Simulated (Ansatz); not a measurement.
**Rh: response to equal strain of all cell vectors**

How does Rh answer equal strain of all cell vectors between -3 and +3 %? At each strain the shape is held and the atoms relax, within the symmetry that is left.

Method: DFT r2SCAN, scalar-relativistic, plane waves, PAW, in Ansatz 0.2.0.

2 further runs of the same task are left out: 2 set aside as unsound or not needed.

## Step 1: Starting point

It takes space group P6_3/mmc (No. 194, hexagonal). Conventional cell: a = 2.689 Å, b = 2.689 Å, c = 8.777 Å, α = 90.00°, β = 90.00°, γ = 120.00°. Rh (site symmetry -3m) is surrounded by 12 Rh at 2.69 Å. Around Rh (site symmetry -6m2) lie 12 Rh at 2.69 Å.

Structure file:

```cif
data_structure
_symmetry_space_group_name_H-M 'P 1'
_symmetry_Int_Tables_number 1
_cell_length_a 2.6888
_cell_length_b 2.6888
_cell_length_c 8.7774
_cell_angle_alpha 90.000
_cell_angle_beta 90.000
_cell_angle_gamma 120.000
_cell_volume 54.96
loop_
_atom_site_label
_atom_site_type_symbol
_atom_site_fract_x
_atom_site_fract_y
_atom_site_fract_z
_atom_site_occupancy
Rh1 Rh 0.00000 0.00000 0.00000 1
Rh2 Rh 0.33333 0.66667 0.25000 1
Rh3 Rh 0.00000 0.00000 0.50000 1
Rh4 Rh 0.66667 0.33333 0.75000 1
```

It goes back to an entry of the Materials Project, which need not be the stable form.

It is the result of an earlier relaxation at this level (volume 13.74 Å³/atom; gap on the mesh: none (metal)).

The unstrained cell comes from an earlier run at this level (4 atoms, E(σ→0) -25661.0046 eV, gap none (metal)).

## Step 2: At -1.0 %

input.yaml

```yaml
crystal:
  lattice:
    - [2.6619595818, 0.0, 0.0]
    - [-1.3309797909, 2.3053246216, 0.0]
    - [0.0, 0.0, 8.6896261663]
  atoms:
    - { symbol: Rh, position: [0.0, 0.0, 0.0] }
    - { symbol: Rh, position: [0.3333333333, 0.6666666667, 0.25] }
    - { symbol: Rh, position: [0.0, 0.0, 0.5] }
    - { symbol: Rh, position: [0.6666666667, 0.3333333333, 0.75] }
basis:
  ecutwfc: 500
kpoints:
  mp_grid: { grid: [24, 24, 6] }
hamiltonian:
  xc: r2scan
scf:
  occupations: { method: gaussian, width: 0.1 }
output:
  forces: true
  stress: true
  eigenvalues: true
```

Started as:

```bash
> ansatz run input.yaml --threads 1 --pin off --max-ram 2560MiB --backend cpu --events-out ev --progress --plain --runs-dir out
```

Standard output, cut to the lines that bear on the results:

```text
Warning: RAYON_NUM_THREADS=1 ignored (pool sized by the plan → 1); use --threads N
[...]
Pseudopotentials: kind: paw
Pseudopotential: Rh, paw, valence charge 17, recommended cutoff 500 eV (meta_gga), Rh.paw.azcp
Functional definition: r2SCAN
[...]
Crystal: 4 atoms, lattice volume = 53.325 Å³
Basis set: ecut = 500 eV, 1351 PW (Γ), exchange–correlation on 80×80×256 points (64 copies of the dense FFT grid, shifted against one another)
Bands: 41, of which v1, the nominal top of the filled ones, is band 34 counted from 1 (33 counted from 0)
Symmetry: 24 space group operations
Space group: P63/mmc (ITA 194), of the structure as read, at distance tolerance 3.8e-5 Å
k-points: 244 of 3456
[...]
SCF iter   1: F=—  HF=-25660.922117 eV  |F-HF|=—  |Δ(HF+E_count)|=         —  Δρ=1.15e-2  dr2=1.68e-2  dr2_τ=3.86e-2  ethr=1.77e-3  ⟨swp⟩=5.9  Hψ=35670  notcnv=0  defer=21
[...]
SCF iter   8: F=-25660.972509 eV  HF=-25660.972509 eV  |F-HF|=2.08e-8  |Δ(HF+E_count)|=   4.89e-7  Δρ=1.05e-5  dr2=7.39e-8  dr2_τ=3.55e-9  ethr=1.47e-10  ⟨swp⟩=7.4  Hψ=37526  notcnv=0
[...]
SCF converged after 8 iterations
Free energy (F): -25660.972509 eV
[...]
E sigma→0 (E₀):  -25660.960304 eV
Entropy (-TS):   -0.024411 eV (-6.103 meV/atom)
Fermi energy:    23.137134 eV
[...]
--- Forces (eV/Å), atoms counted from 1 ---
  atom   1  Rh    -0.00000000     0.00000000    -0.00000000
  atom   2  Rh    -0.00000000    -0.00000000     0.00000000
  atom   3  Rh    -0.00000000     0.00000000     0.00000000
  atom   4  Rh    -0.00000000     0.00000000     0.00000000
[...]
--- Stress (GPa, compression-positive) ---
        9.131731       0.000000       0.000000
       -0.000000       9.131731       0.000000
        0.000000       0.000000       9.119535
  P = ⅓ Tr σ = 9.1277 GPa (91.277 kbar)
--- Band table (eV; the first three rows and the last of 244) ---
[...]
```

Run time: 89 s. Hardware: 1 thread of Intel Xeon at 2.50GHz (Skylake/Cascade Lake), shared host; peak memory 0.79 GiB.

The cell is held at each strain. Atoms start from the nearest strain of the same sign that is done. Symmetry fixes all atoms here, so a single point is enough.

## Step 3: Strain +1.0 %

Changes to input.yaml since step 2:

```diff
@@ -2,5 +2,5 @@
   lattice:
-    - [2.6619595818, 0.0, 0.0]
-    - [-1.3309797909, 2.3053246216, 0.0]
-    - [0.0, 0.0, 8.6896261663]
+    - [2.715736543, 0.0, 0.0]
+    - [-1.3578682715, 2.3518968362, 0.0]
+    - [0.0, 0.0, 8.8651741697]
   atoms:
```

Started as:

```bash
> ansatz run input.yaml --threads 1 --pin off --max-ram 2560MiB --backend cpu --events-out ev --progress --plain --runs-dir out
```

Standard output, cut to the lines that bear on the results:

```text
Warning: RAYON_NUM_THREADS=1 ignored (pool sized by the plan → 1); use --threads N
[...]
Pseudopotentials: kind: paw
Pseudopotential: Rh, paw, valence charge 17, recommended cutoff 500 eV (meta_gga), Rh.paw.azcp
Functional definition: r2SCAN
[...]
Crystal: 4 atoms, lattice volume = 56.623 Å³
Basis set: ecut = 500 eV, 1389 PW (Γ), exchange–correlation on 80×80×288 points (64 copies of the dense FFT grid, shifted against one another)
Bands: 41, of which v1, the nominal top of the filled ones, is band 34 counted from 1 (33 counted from 0)
Symmetry: 24 space group operations
Space group: P63/mmc (ITA 194), of the structure as read, at distance tolerance 3.8e-5 Å
k-points: 244 of 3456
[...]
SCF iter   1: F=—  HF=-25660.932375 eV  |F-HF|=—  |Δ(HF+E_count)|=         —  Δρ=1.12e-2  dr2=1.69e-2  dr2_τ=3.06e-2  ethr=1.77e-3  ⟨swp⟩=5.9  Hψ=35269  notcnv=0  defer=25
[...]
SCF iter   8: F=-25660.975581 eV  HF=-25660.975581 eV  |F-HF|=4.35e-8  |Δ(HF+E_count)|=   8.08e-7  Δρ=7.65e-6  dr2=2.40e-8  dr2_τ=5.46e-10  ethr=1.47e-10  ⟨swp⟩=7.3  Hψ=37636  notcnv=0
[...]
SCF converged after 8 iterations
Free energy (F): -25660.975581 eV
[...]
E sigma→0 (E₀):  -25660.961971 eV
Entropy (-TS):   -0.027220 eV (-6.805 meV/atom)
Fermi energy:    21.407763 eV
[...]
--- Forces (eV/Å), atoms counted from 1 ---
  atom   1  Rh     0.00000000    -0.00000000     0.00000000
  atom   2  Rh     0.00000000     0.00000000     0.00000000
  atom   3  Rh    -0.00000000    -0.00000000     0.00000000
  atom   4  Rh     0.00000000    -0.00000000     0.00000000
[...]
--- Stress (GPa, compression-positive) ---
       -7.753706       0.000000       0.000000
        0.000000      -7.753706       0.000000
        0.000000       0.000000      -7.854191
  P = ⅓ Tr σ = -7.7872 GPa (-77.872 kbar)
--- Band table (eV; the first three rows and the last of 244) ---
[...]
```

Wall time 2 min (1 thread of Intel Xeon at 2.50GHz (Skylake/Cascade Lake), shared host); peak memory 0.83 GiB.

## Step 4: At -2.0 %

Changes to input.yaml since step 3:

```diff
@@ -2,5 +2,5 @@
   lattice:
-    - [2.715736543, 0.0, 0.0]
-    - [-1.3578682715, 2.3518968362, 0.0]
-    - [0.0, 0.0, 8.8651741697]
+    - [2.6350711011, 0.0, 0.0]
+    - [-1.3175355506, 2.2820385144, 0.0]
+    - [0.0, 0.0, 8.6018521646]
   atoms:
```

Started as:

```bash
> ansatz run input.yaml --threads 1 --pin off --max-ram 2560MiB --backend cpu --events-out ev --progress --plain --runs-dir out
```

Standard output, cut to the lines that bear on the results:

```text
Warning: RAYON_NUM_THREADS=1 ignored (pool sized by the plan → 1); use --threads N
[...]
Pseudopotentials: kind: paw
Pseudopotential: Rh, paw, valence charge 17, recommended cutoff 500 eV (meta_gga), Rh.paw.azcp
Functional definition: r2SCAN
[...]
Crystal: 4 atoms, lattice volume = 51.726 Å³
Basis set: ecut = 500 eV, 1315 PW (Γ), exchange–correlation on 80×80×256 points (64 copies of the dense FFT grid, shifted against one another)
Bands: 41, of which v1, the nominal top of the filled ones, is band 34 counted from 1 (33 counted from 0)
Symmetry: 24 space group operations
Space group: P63/mmc (ITA 194), of the structure as read, at distance tolerance 3.7e-5 Å
k-points: 244 of 3456
[...]
SCF iter   1: F=—  HF=-25660.774085 eV  |F-HF|=—  |Δ(HF+E_count)|=         —  Δρ=1.18e-2  dr2=1.77e-2  dr2_τ=4.45e-2  ethr=1.77e-3  ⟨swp⟩=6.0  Hψ=35870  notcnv=0  defer=24
[...]
SCF iter   8: F=-25660.829342 eV  HF=-25660.829342 eV  |F-HF|=1.27e-8  |Δ(HF+E_count)|=   2.41e-7  Δρ=5.64e-6  dr2=1.05e-8  dr2_τ=9.81e-10  ethr=1.47e-10  ⟨swp⟩=7.1  Hψ=35877  notcnv=0
[...]
SCF converged after 8 iterations
Free energy (F): -25660.829342 eV
[...]
E sigma→0 (E₀):  -25660.817776 eV
Entropy (-TS):   -0.023133 eV (-5.783 meV/atom)
Fermi energy:    24.056288 eV
[...]
--- Forces (eV/Å), atoms counted from 1 ---
  atom   1  Rh    -0.00000000    -0.00000000     0.00000000
  atom   2  Rh    -0.00000000    -0.00000000     0.00000000
  atom   3  Rh    -0.00000000    -0.00000000     0.00000000
  atom   4  Rh     0.00000000     0.00000000     0.00000000
[...]
--- Stress (GPa, compression-positive) ---
       19.851423      -0.000000       0.000000
       -0.000000      19.851423       0.000000
        0.000000       0.000000      19.902503
  P = ⅓ Tr σ = 19.8684 GPa (198.684 kbar)
--- Band table (eV; the first three rows and the last of 244) ---
[...]
```

Wall time 88 s (1 thread of Intel Xeon at 2.50GHz (Skylake/Cascade Lake), shared host); peak memory 0.78 GiB.

## Step 5: Strain +2.0 %

Changes to input.yaml since step 4:

```diff
@@ -2,5 +2,5 @@
   lattice:
-    - [2.6350711011, 0.0, 0.0]
-    - [-1.3175355506, 2.2820385144, 0.0]
-    - [0.0, 0.0, 8.6018521646]
+    - [2.7426250236, 0.0, 0.0]
+    - [-1.3713125118, 2.3751829435, 0.0]
+    - [0.0, 0.0, 8.9529481713]
   atoms:
```

Started as:

```bash
> ansatz run input.yaml --threads 1 --pin off --max-ram 2560MiB --backend cpu --events-out ev --progress --plain --runs-dir out
```

Standard output, cut to the lines that bear on the results:

```text
Warning: RAYON_NUM_THREADS=1 ignored (pool sized by the plan → 1); use --threads N
[...]
Pseudopotentials: kind: paw
Pseudopotential: Rh, paw, valence charge 17, recommended cutoff 500 eV (meta_gga), Rh.paw.azcp
Functional definition: r2SCAN
[...]
Crystal: 4 atoms, lattice volume = 58.322 Å³
Basis set: ecut = 500 eV, 1425 PW (Γ), exchange–correlation on 96×96×288 points (64 copies of the dense FFT grid, shifted against one another)
Bands: 41, of which v1, the nominal top of the filled ones, is band 34 counted from 1 (33 counted from 0)
Symmetry: 24 space group operations
Space group: P63/mmc (ITA 194), of the structure as read, at distance tolerance 3.9e-5 Å
k-points: 244 of 3456
[...]
SCF iter   1: F=—  HF=-25660.816479 eV  |F-HF|=—  |Δ(HF+E_count)|=         —  Δρ=1.11e-2  dr2=1.76e-2  dr2_τ=2.80e-2  ethr=1.77e-3  ⟨swp⟩=5.9  Hψ=34985  notcnv=0  defer=31
[...]
SCF iter   8: F=-25660.857241 eV  HF=-25660.857241 eV  |F-HF|=7.88e-8  |Δ(HF+E_count)|=   5.37e-7  Δρ=1.02e-5  dr2=4.67e-8  dr2_τ=1.64e-9  ethr=1.47e-10  ⟨swp⟩=5.7  Hψ=41059  notcnv=0
[...]
SCF converged after 8 iterations
Free energy (F): -25660.857241 eV
[...]
E sigma→0 (E₀):  -25660.842857 eV
Entropy (-TS):   -0.028769 eV (-7.192 meV/atom)
Fermi energy:    20.594332 eV
[...]
--- Forces (eV/Å), atoms counted from 1 ---
  atom   1  Rh     0.00000000     0.00000000    -0.00000000
  atom   2  Rh    -0.00000000    -0.00000000     0.00000000
  atom   3  Rh     0.00000000     0.00000000     0.00000000
  atom   4  Rh    -0.00000000     0.00000000     0.00000000
[...]
--- Stress (GPa, compression-positive) ---
      -14.280166       0.000000       0.000000
       -0.000000     -14.280166       0.000000
        0.000000       0.000000     -14.413451
  P = ⅓ Tr σ = -14.3246 GPa (-143.246 kbar)
--- Band table (eV; the first three rows and the last of 244) ---
[...]
```

Run time: 1.8 min. Hardware: 1 thread of Intel Xeon at 2.50GHz (Skylake/Cascade Lake), shared host; peak memory 0.9 GiB.

## Step 6: At -3.0 %

Changes to input.yaml since step 5:

```diff
@@ -2,5 +2,5 @@
   lattice:
-    - [2.7426250236, 0.0, 0.0]
-    - [-1.3713125118, 2.3751829435, 0.0]
-    - [0.0, 0.0, 8.9529481713]
+    - [2.6081826205, 0.0, 0.0]
+    - [-1.3040913103, 2.2587524071, 0.0]
+    - [0.0, 0.0, 8.5140781629]
   atoms:
```

Started as:

```bash
> ansatz run input.yaml --threads 1 --pin off --max-ram 2560MiB --backend cpu --events-out ev --progress --plain --runs-dir out
```

Standard output, cut to the lines that bear on the results:

```text
Warning: RAYON_NUM_THREADS=1 ignored (pool sized by the plan → 1); use --threads N
[...]
Pseudopotentials: kind: paw
Pseudopotential: Rh, paw, valence charge 17, recommended cutoff 500 eV (meta_gga), Rh.paw.azcp
Functional definition: r2SCAN
[...]
Crystal: 4 atoms, lattice volume = 50.158 Å³
Basis set: ecut = 500 eV, 1279 PW (Γ), exchange–correlation on 80×80×256 points (64 copies of the dense FFT grid, shifted against one another)
Bands: 41, of which v1, the nominal top of the filled ones, is band 34 counted from 1 (33 counted from 0)
Symmetry: 24 space group operations
Space group: P63/mmc (ITA 194), of the structure as read, at distance tolerance 3.7e-5 Å
k-points: 244 of 3456
[...]
SCF iter   1: F=—  HF=-25660.514205 eV  |F-HF|=—  |Δ(HF+E_count)|=         —  Δρ=1.21e-2  dr2=1.90e-2  dr2_τ=5.22e-2  ethr=1.77e-3  ⟨swp⟩=5.9  Hψ=35906  notcnv=0  defer=23
[...]
SCF iter   8: F=-25660.575388 eV  HF=-25660.575388 eV  |F-HF|=6.66e-9  |Δ(HF+E_count)|=   1.14e-7  Δρ=4.39e-6  dr2=4.81e-9  dr2_τ=5.65e-10  ethr=1.47e-10  ⟨swp⟩=6.9  Hψ=35195  notcnv=0
[...]
SCF converged after 8 iterations
Free energy (F): -25660.575388 eV
[...]
E sigma→0 (E₀):  -25660.564428 eV
Entropy (-TS):   -0.021920 eV (-5.480 meV/atom)
Fermi energy:    25.014001 eV
[...]
--- Forces (eV/Å), atoms counted from 1 ---
  atom   1  Rh     0.00000000     0.00000000    -0.00000000
  atom   2  Rh    -0.00000000    -0.00000000     0.00000000
  atom   3  Rh     0.00000000    -0.00000000     0.00000000
  atom   4  Rh     0.00000000     0.00000000     0.00000000
[...]
--- Stress (GPa, compression-positive) ---
       32.369622      -0.000000       0.000000
       -0.000000      32.369622       0.000000
        0.000000       0.000000      32.501835
  P = ⅓ Tr σ = 32.4137 GPa (324.137 kbar)
--- Band table (eV; the first three rows and the last of 244) ---
[...]
```

Wall time 74 s (1 thread of Intel Xeon at 2.50GHz (Skylake/Cascade Lake), shared host); peak memory 0.77 GiB.

## Step 7: Strain +3.0 %

Changes to input.yaml since step 6:

```diff
@@ -2,5 +2,5 @@
   lattice:
-    - [2.6081826205, 0.0, 0.0]
-    - [-1.3040913103, 2.2587524071, 0.0]
-    - [0.0, 0.0, 8.5140781629]
+    - [2.7695135043, 0.0, 0.0]
+    - [-1.3847567521, 2.3984690508, 0.0]
+    - [0.0, 0.0, 9.040722173]
   atoms:
```

Started as:

```bash
> ansatz run input.yaml --threads 1 --pin off --max-ram 2560MiB --backend cpu --events-out ev --progress --plain --runs-dir out
```

Standard output, cut to the lines that bear on the results:

```text
Warning: RAYON_NUM_THREADS=1 ignored (pool sized by the plan → 1); use --threads N
[...]
Pseudopotentials: kind: paw
Pseudopotential: Rh, paw, valence charge 17, recommended cutoff 500 eV (meta_gga), Rh.paw.azcp
Functional definition: r2SCAN
[...]
Crystal: 4 atoms, lattice volume = 60.054 Å³
Basis set: ecut = 500 eV, 1521 PW (Γ), exchange–correlation on 96×96×288 points (64 copies of the dense FFT grid, shifted against one another)
Bands: 41, of which v1, the nominal top of the filled ones, is band 34 counted from 1 (33 counted from 0)
Symmetry: 24 space group operations
Space group: P63/mmc (ITA 194), of the structure as read, at distance tolerance 3.9e-5 Å
k-points: 244 of 3456
[...]
SCF iter   1: F=—  HF=-25660.632663 eV  |F-HF|=—  |Δ(HF+E_count)|=         —  Δρ=1.11e-2  dr2=1.86e-2  dr2_τ=2.60e-2  ethr=1.77e-3  ⟨swp⟩=5.9  Hψ=34498  notcnv=0  defer=25
[...]
SCF iter   8: F=-25660.671812 eV  HF=-25660.671812 eV  |F-HF|=1.66e-7  |Δ(HF+E_count)|=   2.60e-6  Δρ=1.50e-5  dr2=8.99e-8  dr2_τ=3.66e-9  ethr=1.47e-10  ⟨swp⟩=5.7  Hψ=44292  notcnv=0
[...]
SCF converged after 8 iterations
Free energy (F): -25660.671812 eV
[...]
E sigma→0 (E₀):  -25660.656605 eV
Entropy (-TS):   -0.030414 eV (-7.604 meV/atom)
Fermi energy:    19.813111 eV
[...]
--- Forces (eV/Å), atoms counted from 1 ---
  atom   1  Rh     0.00000000    -0.00000000     0.00000000
  atom   2  Rh     0.00000000     0.00000000    -0.00000000
  atom   3  Rh    -0.00000000    -0.00000000     0.00000000
  atom   4  Rh     0.00000000    -0.00000000     0.00000000
[...]
--- Stress (GPa, compression-positive) ---
      -19.737118      -0.000000      -0.000000
       -0.000000     -19.737118       0.000000
       -0.000000       0.000000     -19.897518
  P = ⅓ Tr σ = -19.7906 GPa (-197.906 kbar)
--- Band table (eV; the first three rows and the last of 244) ---
[...]
```

Wall time 1.8 min (1 thread of Intel Xeon at 2.50GHz (Skylake/Cascade Lake), shared host); peak memory 0.9 GiB.

## Step 8: Energy and stress against strain (a metal throughout)

Lengths are those of the vectors of the cell that was run; stresses in GPa:

```csv
strain (%),ΔE (meV/atom),a (Å),b (Å),c (Å),σxx,σyy,σzz
-3.0,110.0,2.608,2.608,8.514,32.37,32.37,32.50
-2.0,46.7,2.635,2.635,8.602,19.85,19.85,19.90
-1.0,11.1,2.662,2.662,8.690,9.13,9.13,9.12
+0.0,0.0,2.689,2.689,8.777,-0.01,-0.01,-0.07
+1.0,10.6,2.716,2.716,8.865,-7.75,-7.75,-7.85
+2.0,40.4,2.743,2.743,8.953,-14.28,-14.28,-14.41
+3.0,87.0,2.770,2.770,9.041,-19.74,-19.74,-19.90
```

ΔE is over the unstrained cell. Stress in GPa, positive in compression, on the Cartesian axes of the input. 

## Step 9: Results

```
                               quantity                     value
                    largest energy cost  110.0 meV/atom at -3.0 %
(1/V) d²E/dε² at zero strain, cubic fit                  2554 GPa
```

From the curvature follows nine times the bulk modulus at fixed shape: 2554 GPa. Compression by 3 % costs 110.0 meV/atom and stretching 87.0.
